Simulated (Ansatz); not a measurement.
**B2AsN (ordered alloy on zincblende lattice): testing the settings of Wannier runs, part 1 of 2**

Which of these Wannier inputs for B2AsN (ordered alloy on zincblende lattice) end well? Each is run as it stands.

Program: Ansatz 0.2.0. Level of theory: plane waves, PAW; the settings change from run to run, as each input shows. These are calculated values, not measurements.

2 further runs of the same task are left out: 2 that didn't finish.

**1. The starting structure**

The structure is tetragonal, space group P-4m2 (No. 115). The conventional cell has a = 2.989 Å, b = 2.989 Å, c = 4.274 Å, α = 90.00°, β = 90.00°, γ = 90.00°. N (site symmetry -4m2) has 4 B at 1.72 Å as nearest neighbours. Around B (site symmetry 2mm) lie 2 N at 1.72 Å and 2 As at 1.97 Å. As (site symmetry -4m2) has 4 B at 1.97 Å as nearest neighbours.

Coordinates:

```
CELL_PARAMETERS angstrom
2.98865 0.00000 0.00000
0.00000 2.98865 0.00000
0.00000 0.00000 4.27447
ATOMIC_POSITIONS crystal
N 0.00000 0.00000 0.00000
B 0.00000 0.50000 0.80135
As 0.50000 0.50000 0.50000
B 0.50000 0.00000 0.19865
```

Cell and atoms come from an earlier r2SCAN relaxation.

**2. Input 1**

input.yaml

```yaml
crystal:
  lattice:
    - [2.9886495554, 0.0, 0.0]
    - [0.0, 2.9886495554, 0.0]
    - [0.0, 0.0, 4.2744726611]
  atoms:
    - { symbol: "N", position: [0.0, 0.0, 0.0] }
    - { symbol: B, position: [0.0, 0.5, 0.8013540284] }
    - { symbol: As, position: [0.5, 0.5, 0.5] }
    - { symbol: B, position: [0.5, 0.0, 0.1986459716] }
kpoints:
  mp_grid: { grid: [6, 6, 6] }
  band_path:
    path:
      - [[0.0, 0.0, 0.0], [1.287751775646e-51, 0.5, 9.821690290089e-34], [0.5, 0.5, -6.208959742256e-20], [0.0, 0.0, 0.0], [-6.843992762052e-37, -1.34400123845e-50, 0.5], [-6.843992762052e-37, 0.5, 0.5], [0.5, 0.5, 0.5], [-6.843992762052e-37, -1.34400123845e-50, 0.5]]
      - [[1.287751775646e-51, 0.5, 9.821690290089e-34], [-6.843992762052e-37, 0.5, 0.5]]
      - [[0.5, 0.5, -6.208959742256e-20], [0.5, 0.5, 0.5]]
    npoints: 10
hamiltonian:
  xc: r2scan
scf:
  occupations: { method: fermi_dirac, width: 0.02 }
  n_extra_bands: 6
output:
  forces: false
  stress: false
  eigenvalues: true
  wannier:
    kmesh: [6, 6, 4]
    projections:
      - { species: As, l: s, shell: 4 }
      - { species: B, l: s, shell: 2 }
      - { species: "N", l: p, shell: 2 }
    minimise: true
    write_hr: true
    conv_tol: 1.0e-08
    max_iter: 3000
    disentanglement: { window: [2.46, 24.63], frozen_window: [5.46, 13.43] }
```

The run is started by

```
$ ansatz run input.yaml --threads 4 --pin off --max-ram 3686MiB --backend cpu --events-out ev --progress --plain --runs-dir out
```

Output:

```text
Warning: RAYON_NUM_THREADS=4 ignored (pool sized by the plan → 4); use --threads N
scf.n_extra_bands = 6 over 13 filled bands (N_el = 26.0): the run solves 19 bands
Engine: ansatz 0.2.0, x86_64-unknown-linux-gnu
Pseudopotentials: kind: paw
Pseudopotential: N, paw, valence charge 5, recommended cutoff 500 eV (meta_gga), N.paw.azcp
Pseudopotential: B, paw, valence charge 3, recommended cutoff 500 eV (meta_gga), B.paw.azcp
Pseudopotential: As, paw, valence charge 15, recommended cutoff 500 eV (meta_gga), As.paw.azcp
Functional definition: r2SCAN
  parameter k0 = 0.174
  parameter k1 = 0.065
  parameter a1 = 4.9479
  exchange = r2scan_x(k0 = k0, k1 = k1, a1 = a1)
  correlation = r2scan_c
Crystal: 4 atoms, lattice volume = 38.180 Å³
Basis set: ecut = 500 eV, 999 PW (Γ), exchange–correlation on 96×96×128 points (64 copies of the dense FFT grid, shifted against one another)
Bands: 19, of which v1, the nominal top of the filled ones, is band 13 counted from 1 (12 counted from 0)
Symmetry: 8 space group operations
Space group: P-4m2 (ITA 115), of the structure as read, at distance tolerance 3.4e-5 Å
k-points: 40 of 216 (time reversal used)
Non-local potential: N, projectors of the file, l = 0: 2, l = 1: 2, l = 2: 1
Non-local potential: B, projectors of the file, l = 0: 2, l = 1: 2, l = 2: 1
Non-local potential: As, projectors of the file, l = 0: 2, l = 1: 2, l = 2: 3, l = 3: 1
PAW form: soft (Blöchl's): semilocal exchange-correlation on the pseudo side does not see the compensation charge
PAW frozen core: N, regenerated for the run's functional (the file was generated under x = pbe(κ = 0.804, μ = 0.2195149727645171), c = pbe(β = 0.06672455060314922))
PAW frozen core: B, regenerated for the run's functional (the file was generated under x = pbe(κ = 0.804, μ = 0.2195149727645171), c = pbe(β = 0.06672455060314922))
PAW frozen core: As, regenerated for the run's functional (the file was generated under x = pbe(κ = 0.804, μ = 0.2195149727645171), c = pbe(β = 0.06672455060314922))
PAW one-centre angular grid: N, 302 points (default); XC on 160 Gauss nodes
PAW one-centre angular grid: B, 302 points (default); XC on 160 Gauss nodes
PAW one-centre angular grid: As, 590 points (default); XC on 160 Gauss nodes
Initial density: superposition of atomic densities (neutral atoms: chi_scale 0, normalization atom), corrected by the library's trained network
Initial wavefunctions: pseudopotential atomic-orbital guess
Functional: x = r2scan, c = r2scan; τ floored in thin density (d = 2e-4 eV/Å³)
SCF iter   1: F=—  HF=-5562.197129 eV  |F-HF|=—  |Δ(HF+E_count)|=         —  Δρ=9.70e-3  dr2=3.15e-2  dr2_τ=2.84e-1  ethr=1.77e-3  ⟨swp⟩=6.0  Hψ=3801  notcnv=0
preconditioner: auto → none  [insulator: Δε(μ)=0.118 eV  Ē_g=14.498 eV  σ=0.020 eV  W_gap=0.90  n_scr=6 (ndim 8)  ℏωp=24.0 eV  f_vac=0.000  D(μ)=0.06/eV (n_scr^D=0)  ε∞_Penn≈3.7]
SCF iter   2: F=—  HF=-5562.294055 eV  |F-HF|=—  |Δ(HF+E_count)|=   9.69e-2  Δρ=4.93e-3  dr2=6.16e-3  dr2_τ=2.32e-4  ethr=1.21e-4  ⟨swp⟩=2.1  Hψ=1783  notcnv=0  defer=61
SCF iter   3: F=—  HF=-5562.294316 eV  |F-HF|=—  |Δ(HF+E_count)|=   2.62e-4  Δρ=2.49e-3  dr2=1.38e-3  dr2_τ=9.52e-5  ethr=2.37e-5  ⟨swp⟩=2.8  Hψ=1355  notcnv=0  defer=61
SCF iter   4: F=—  HF=-5562.294451 eV  |F-HF|=—  |Δ(HF+E_count)|=   1.34e-4  Δρ=9.69e-4  dr2=3.96e-4  dr2_τ=6.69e-5  ethr=5.32e-6  ⟨swp⟩=2.0  Hψ=1180  notcnv=0  defer=61
SCF iter   5: F=—  HF=-5562.294378 eV  |F-HF|=—  |Δ(HF+E_count)|=   7.26e-5  Δρ=2.20e-4  dr2=1.20e-5  dr2_τ=1.11e-6  ethr=1.52e-6  ⟨swp⟩=2.0  Hψ=988  notcnv=0  defer=61
SCF iter   6: F=—  HF=-5562.294376 eV  |F-HF|=—  |Δ(HF+E_count)|=   2.30e-6  Δρ=6.05e-5  dr2=9.74e-7  dr2_τ=7.38e-8  ethr=4.62e-8  ⟨swp⟩=2.8  Hψ=1255  notcnv=0  defer=61
SCF iter   7: F=—  HF=-5562.294376 eV  |F-HF|=—  |Δ(HF+E_count)|=   2.40e-7  Δρ=2.28e-5  dr2=1.35e-7  dr2_τ=4.47e-9  ethr=3.75e-9  ⟨swp⟩=2.6  Hψ=1156  notcnv=0  defer=61
SCF iter   8: F=-5562.294376 eV  HF=-5562.294376 eV  |F-HF|=1.45e-9  |Δ(HF+E_count)|=   5.35e-8  Δρ=2.54e-6  dr2=1.80e-9  dr2_τ=1.52e-10  ethr=3.85e-10  ⟨swp⟩=6.4  Hψ=2255  notcnv=0
SCF 1 converged in 8 iterations: F = -5562.294376 eV  dr2 = 1.80e-9
NSCF: frozen V_eff on 93 k-points
NSCF: frozen V_eff on 33 k-points
the Wannier pass solved 33 of the 144 points of its mesh, and has the states at the others by symmetry: states obtained by the crystal's operations at points that were solved too leave a residual of 2.10e-13 eV (read by the count's bands and the next), within 6.67e-6 eV
NSCF: frozen V_eff on 33 k-points
the Wannier pass solved 33 of the 144 points of its mesh, and has the states at the others by symmetry: states obtained by the crystal's operations at points that were solved too leave a residual of 3.20e-13 eV (read by the count's bands and the next), within 6.67e-6 eV
SCF converged after 8 iterations
Free energy (F): -5562.294376 eV
Harris-Foulkes:  -5562.294376 eV  (|F-HF|=1.45e-9)
Internal energy: -5562.294341 eV  (E = F + TS)
E sigma→0 (E₀):  -5562.294358 eV
Entropy (-TS):   -0.000035 eV (-0.009 meV/atom)
Fermi energy:    12.551163 eV
--- Per-component energies (eV) ---
  E_band       = -179.722854
  E_kinetic    = 332.179780
  E_local      = -1864.281544  (includes V_loc(G=0)·N_el)
  E_nonlocal   = -603.510383
  E_hartree    = 1000.009705
  E_xc         = -197.097646
  E_vxc        = -252.324453  (∫ρ·V_xc dr)
  E_paw        = -2136.519711  (= ΣΔE_a)
  E_vpaw       = 194.918230  (= ΣTr[D̂ρ^β])
  E_aug_tail   = 0.000009  (compensation charges beyond the density's cutoff)
  E_vtau       = 13.276181  (kinetic-family band-sum trace: ∫τ·v_τ [+ j·A + Jᵃ·Aᵃ] dr)
  E_ewald      = -2091.550694
  E_core_change = -1.523856  (= ΣΔE_core)
  E_smearing   = -0.000035  (= −TS)
  E_closure    = -0.000000  (closes the sum)
  Σ components = -5562.294376   (vs F -5562.294376, Δ=0.00e0)
--- Band table (eV; the first three rows and the last of 40) ---
  k-point 0: bands = ["-24.1538", "-24.0933", "-24.0933", "-24.0792", "-24.0715", "-7.5571", "-1.9667", "2.2069", "5.8489", "5.8489", "11.0539", "12.4567", "12.4567", "12.6316", "15.5842", "16.8514", "16.8575", "16.8575", "20.0180"]
  k-point 1: bands = ["-24.1538", "-24.0934", "-24.0934", "-24.0792", "-24.0712", "-7.4364", "-2.5571", "3.0195", "5.9384", "5.9384", "10.2827", "11.9659", "11.9659", "13.0025", "15.7885", "16.7554", "17.5244", "17.5244", "20.3965"]
  k-point 2: bands = ["-24.1538", "-24.0935", "-24.0935", "-24.0792", "-24.0707", "-7.1445", "-3.5153", "4.6479", "6.1385", "6.1385", "8.8013", "11.1660", "11.1660", "13.4809", "15.7307", "17.3736", "18.7913", "18.7913", "20.6818"]
  k-point 39: bands = ["-24.1079", "-24.1079", "-24.1062", "-24.0804", "-24.0476", "-4.8932", "1.2329", "2.7307", "2.7307", "5.2008", "5.2008", "5.3419", "5.5638", "17.3647", "18.3833", "18.3833", "19.9762", "20.3856", "21.7468"]
Error: a combination of the trial orbitals is all but absent from the optimal subspace at ik = 0: its weight there is 1.3e-15 of the largest combination's or less, which the computation cannot tell from zero, so that the projections give no starting gauge (the trial orbitals are those of output.wannier.projections, and ik = 0 is k-point 1 of the .win and .amn files); move output.wannier.disentanglement.frozen_window, whose bands are always kept in the subspace
```

It took 7.4 s on 4 threads of Intel Xeon Platinum 8259CL at 2.50GHz (Skylake/Cascade Lake), shared host; peak memory 0.48 GiB.

**Diagnosis.** It ended in an error. Some combination of the trial orbitals has almost no weight, at one k point, in the states chosen from the window. To mend it, choose trial orbitals that match the bands, or move the windows as the message advises.

**3. Input 2**

input.yaml, as its differences from that of step 2:

```diff
@@ -19,3 +19,3 @@
 hamiltonian:
-  xc: r2scan
+  xc: pbe
 scf:
@@ -29,6 +29,3 @@
     kmesh: [6, 6, 4]
-    projections:
-      - { species: As, l: s, shell: 4 }
-      - { species: B, l: s, shell: 2 }
-      - { species: "N", l: p, shell: 2 }
+    projections: [{ species: "N", l: s, shell: 2 }, { species: "N", l: p, shell: 2 }]
     minimise: true
@@ -36,3 +33,3 @@
     conv_tol: 1.0e-08
-    max_iter: 3000
-    disentanglement: { window: [2.46, 24.63], frozen_window: [5.46, 13.43] }
+    max_iter: 1000
+    disentanglement: { window: [3.38, 25.05], frozen_window: [7.52, 13.99] }
```

The run is started by

```
$ ansatz run input.yaml --threads 4 --pin off --max-ram 3686MiB --backend cpu --events-out ev --progress --plain --runs-dir out
```

Output:

```text
Warning: RAYON_NUM_THREADS=4 ignored (pool sized by the plan → 4); use --threads N
scf.n_extra_bands = 6 over 13 filled bands (N_el = 26.0): the run solves 19 bands
Engine: ansatz 0.2.0, x86_64-unknown-linux-gnu
Pseudopotentials: kind: paw
Pseudopotential: N, paw, valence charge 5, recommended cutoff 420 eV (normal), N.paw.azcp
Pseudopotential: B, paw, valence charge 3, recommended cutoff 420 eV (normal), B.paw.azcp
Pseudopotential: As, paw, valence charge 15, recommended cutoff 420 eV (normal), As.paw.azcp
Functional definition: PBE
  parameter kappa = 0.804
  parameter beta = 0.06672455060314922
  exchange = pbe_x(kappa = kappa, mu = beta*pi^2/3)
  correlation = pbe_c(beta = beta)
Crystal: 4 atoms, lattice volume = 38.180 Å³
Basis set: ecut = 420 eV, 715 PW (Γ)
Bands: 19, of which v1, the nominal top of the filled ones, is band 13 counted from 1 (12 counted from 0)
Symmetry: 8 space group operations
Space group: P-4m2 (ITA 115), of the structure as read, at distance tolerance 3.4e-5 Å
k-points: 40 of 216 (time reversal used)
Non-local potential: N, projectors of the file, l = 0: 2, l = 1: 2, l = 2: 1
Non-local potential: B, projectors of the file, l = 0: 2, l = 1: 2, l = 2: 1
Non-local potential: As, projectors of the file, l = 0: 2, l = 1: 2, l = 2: 3, l = 3: 1
PAW form: soft (Blöchl's): semilocal exchange-correlation on the pseudo side does not see the compensation charge
PAW one-centre angular grid: N, 110 points (default); XC on 64 Gauss nodes
PAW one-centre angular grid: B, 110 points (default); XC on 64 Gauss nodes
PAW one-centre angular grid: As, 590 points (default); XC on 64 Gauss nodes
Initial density: superposition of atomic densities (neutral atoms: chi_scale 0, normalization atom), corrected by the library's trained network
Initial wavefunctions: pseudopotential atomic-orbital guess
Functional: x = pbe(κ = 0.804, μ = 0.2195149727645171), c = pbe(β = 0.06672455060314922)
SCF iter   1: F=—  HF=-5551.495938 eV  |F-HF|=—  |Δ(HF+E_count)|=         —  Δρ=6.66e-3  dr2=1.60e-2  ethr=1.77e-3  ⟨swp⟩=5.8  Hψ=3667  notcnv=0
preconditioner: auto → none  [insulator: Δε(μ)=0.327 eV  Ē_g=13.587 eV  σ=0.020 eV  W_gap=0.56  n_scr=6 (ndim 8)  ℏωp=24.0 eV  f_vac=0.000  D(μ)=0.28/eV (n_scr^D=0)  ε∞_Penn≈4.1]
SCF iter   2: F=—  HF=-5551.492048 eV  |F-HF|=—  |Δ(HF+E_count)|=   3.89e-3  Δρ=2.52e-3  dr2=1.82e-3  ethr=6.17e-5  ⟨swp⟩=2.5  Hψ=1377  notcnv=0  defer=61
SCF iter   3: F=—  HF=-5551.492091 eV  |F-HF|=—  |Δ(HF+E_count)|=   4.30e-5  Δρ=5.36e-4  dr2=6.10e-5  ethr=7.01e-6  ⟨swp⟩=2.7  Hψ=1337  notcnv=0  defer=61
SCF iter   4: F=—  HF=-5551.492116 eV  |F-HF|=—  |Δ(HF+E_count)|=   2.47e-5  Δρ=1.59e-4  dr2=5.26e-6  ethr=2.35e-7  ⟨swp⟩=2.0  Hψ=1220  notcnv=0  defer=61
SCF iter   5: F=—  HF=-5551.492120 eV  |F-HF|=—  |Δ(HF+E_count)|=   4.27e-6  Δρ=4.28e-5  dr2=3.70e-7  ethr=2.02e-8  ⟨swp⟩=2.0  Hψ=1218  notcnv=0  defer=61
SCF iter   6: F=-5551.492121 eV  HF=-5551.492121 eV  |F-HF|=4.82e-9  |Δ(HF+E_count)|=   4.63e-7  Δρ=4.64e-6  dr2=4.37e-9  ethr=3.85e-10  ⟨swp⟩=5.7  Hψ=2499  notcnv=0
SCF 1 converged in 6 iterations: F = -5551.492121 eV  dr2 = 4.37e-9
NSCF: frozen V_eff on 93 k-points
NSCF: frozen V_eff on 33 k-points
the Wannier pass solved 33 of the 144 points of its mesh, and has the states at the others by symmetry: states obtained by the crystal's operations at points that were solved too leave a residual of 2.33e-13 eV (read by the count's bands and the next), within 6.67e-6 eV
NSCF: frozen V_eff on 33 k-points
the Wannier pass solved 33 of the 144 points of its mesh, and has the states at the others by symmetry: states obtained by the crystal's operations at points that were solved too leave a residual of 2.99e-13 eV (read by the count's bands and the next), within 6.67e-6 eV
NSCF: frozen V_eff on 33 k-points
the Wannier pass solved 33 of the 144 points of its mesh, and has the states at the others by symmetry: states obtained by the crystal's operations at points that were solved too leave a residual of 4.11e-13 eV (read by the count's bands and the next), within 6.67e-6 eV
SCF converged after 6 iterations
Free energy (F): -5551.492121 eV
Harris-Foulkes:  -5551.492121 eV  (|F-HF|=4.82e-9)
Internal energy: -5551.491769 eV  (E = F + TS)
E sigma→0 (E₀):  -5551.491945 eV
Entropy (-TS):   -0.000352 eV (-0.088 meV/atom)
Fermi energy:    12.520681 eV
--- Per-component energies (eV) ---
  E_band       = -163.687257
  E_kinetic    = 332.409513
  E_local      = -1863.577079  (includes V_loc(G=0)·N_el)
  E_nonlocal   = -602.814467
  E_hartree    = 997.914969
  E_xc         = -204.083989
  E_vxc        = -232.825197  (∫ρ·V_xc dr)
  E_paw        = -2119.790113  (= ΣΔE_a)
  E_vpaw       = 207.289258  (= ΣTr[D̂ρ^β])
  E_aug_tail   = 0.000091  (compensation charges beyond the density's cutoff)
  E_ewald      = -2091.550694
  E_smearing   = -0.000352  (= −TS)
  E_closure    = -0.000000  (closes the sum)
  Σ components = -5551.492121   (vs F -5551.492121, Δ=0.00e0)
--- Band table (eV; the first three rows and the last of 40) ---
  k-point 0: bands = ["-23.3136", "-23.2559", "-23.2559", "-23.2498", "-23.2374", "-6.4361", "-1.2147", "2.7997", "6.2070", "6.2070", "11.1962", "12.4968", "12.5111", "12.5111", "15.3097", "16.5880", "16.6073", "16.6073", "19.4621"]
  k-point 1: bands = ["-23.3136", "-23.2559", "-23.2559", "-23.2498", "-23.2372", "-6.3136", "-1.7897", "3.5788", "6.2917", "6.2917", "10.4531", "12.0432", "12.0432", "12.8502", "15.4769", "16.5293", "17.2359", "17.2359", "19.8248"]
  k-point 2: bands = ["-23.3136", "-23.2561", "-23.2561", "-23.2498", "-23.2367", "-6.0115", "-2.7330", "5.1401", "6.4811", "6.4811", "9.0423", "11.2830", "11.2830", "13.2897", "15.4384", "17.1087", "18.4227", "18.4227", "20.1434"]
  k-point 39: bands = ["-23.2745", "-23.2691", "-23.2691", "-23.2468", "-23.2156", "-3.7751", "1.7461", "3.2985", "3.2985", "5.5673", "5.5673", "5.6613", "5.9059", "17.0420", "18.0309", "18.0309", "19.4286", "19.8729", "21.2664"]
Error: a combination of the trial orbitals is all but absent from the optimal subspace at ik = 12: its weight there is 8.9e-16 of the largest combination's or less, which the computation cannot tell from zero, so that the projections give no starting gauge (the trial orbitals are those of output.wannier.projections, and ik = 12 is k-point 13 of the .win and .amn files); move output.wannier.disentanglement.frozen_window, whose bands are always kept in the subspace
```

Run time: 8.5 s. Hardware: 4 threads of Intel Xeon Platinum 8259CL at 2.50GHz (Skylake/Cascade Lake), shared host; peak memory 0.39 GiB.

What is wrong: The run stopped with an error. Some combination of the trial orbitals has almost no weight, at one k point, in the states chosen from the window. To mend it, choose trial orbitals that match the bands, or move the windows as the message advises.

(Continued in part 2 of 2.)
